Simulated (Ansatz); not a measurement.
# Rb2WCl6: the cost of one run

Program: Ansatz 0.2.0. Level of theory: DFT PBEsol+U (U_eff = 5 eV on W d, around-mean-field double counting), plane waves, PAW, no spin–orbit coupling unless a run says so. These are calculated values, not measurements.

3 further runs of the same task are left out: 3 that didn't finish.

**1. The starting structure**

Symmetry: Fm-3m, No. 225, cubic system. The conventional cell has a = 9.957 Å, b = 9.957 Å, c = 9.957 Å, α = 90.00°, β = 90.00°, γ = 90.00°. Rb (site symmetry -43m) has 12 Cl at 3.52 Å as nearest neighbours. Around W (site symmetry m-3m) lie 6 Cl at 2.44 Å. Cl (site symmetry 4mm) is surrounded by 1 W at 2.44 Å and 4 Rb at 3.52 Å.

Structure file:

```cif
data_structure
_symmetry_space_group_name_H-M 'P 1'
_symmetry_Int_Tables_number 1
_cell_length_a 7.0407
_cell_length_b 7.0407
_cell_length_c 7.0407
_cell_angle_alpha 60.000
_cell_angle_beta 60.000
_cell_angle_gamma 60.000
_cell_volume 246.79
loop_
_atom_site_label
_atom_site_type_symbol
_atom_site_fract_x
_atom_site_fract_y
_atom_site_fract_z
_atom_site_occupancy
Rb1 Rb 0.25000 0.25000 0.25000 1
Rb2 Rb 0.75000 0.75000 0.75000 1
W1 W 0.00000 0.00000 0.00000 1
Cl1 Cl 0.75500 0.24500 0.24500 1
Cl2 Cl 0.24500 0.75500 0.75500 1
Cl3 Cl 0.24500 0.75500 0.24500 1
Cl4 Cl 0.75500 0.24500 0.75500 1
Cl5 Cl 0.24500 0.24500 0.75500 1
Cl6 Cl 0.75500 0.75500 0.24500 1
```

**2. Ferromagnetic start, free, symmetry kept, no search**

input.yaml

```yaml
crystal:
  lattice:
    - [0.0, 4.97850102, 4.97850102]
    - [4.97850102, 0.0, 4.97850102]
    - [4.97850102, 4.97850102, 0.0]
  atoms:
    - { symbol: Rb, position: [0.25, 0.25, 0.25] }
    - { symbol: Rb, position: [0.75, 0.75, 0.75] }
    - { symbol: W, position: [0.0, 0.0, 0.0], spin: 2.0 }
    - { symbol: Cl, position: [0.755, 0.245, 0.245] }
    - { symbol: Cl, position: [0.245, 0.755, 0.755] }
    - { symbol: Cl, position: [0.245, 0.755, 0.245] }
    - { symbol: Cl, position: [0.755, 0.245, 0.755] }
    - { symbol: Cl, position: [0.245, 0.245, 0.755] }
    - { symbol: Cl, position: [0.755, 0.755, 0.245] }
basis:
  ecutwfc: 420
  ecutrho_ratio: 4
kpoints:
  mp_grid: { grid: [4, 4, 4] }
hamiltonian:
  xc: pbesol
  hubbard: { sites: [{ site: 2, l: d, u_eff: 5.0 }], double_counting: amf }
scf:
  occupations: { method: gaussian, width: 0.05 }
  lower_state_search: "off"
  max_iter: 150
output:
  forces: true
  stress: true
  eigenvalues: true
  populations: true
  hubbard: { sites: [{ site: 2, l: d }] }
magnetization:
  spin_polarized: true
```

Run with:

```console
$ ansatz run input.yaml --threads 4 --pin off --max-ram 6144MiB --backend cpu --events-out ev --progress --plain --runs-dir out
```

**Question.** How long does this run take on 4 threads of Intel Xeon Platinum 8259CL at 2.50GHz (Skylake/Cascade Lake), shared host, and how much memory does it need?

About 8.6 s, with a peak of 1 GiB.
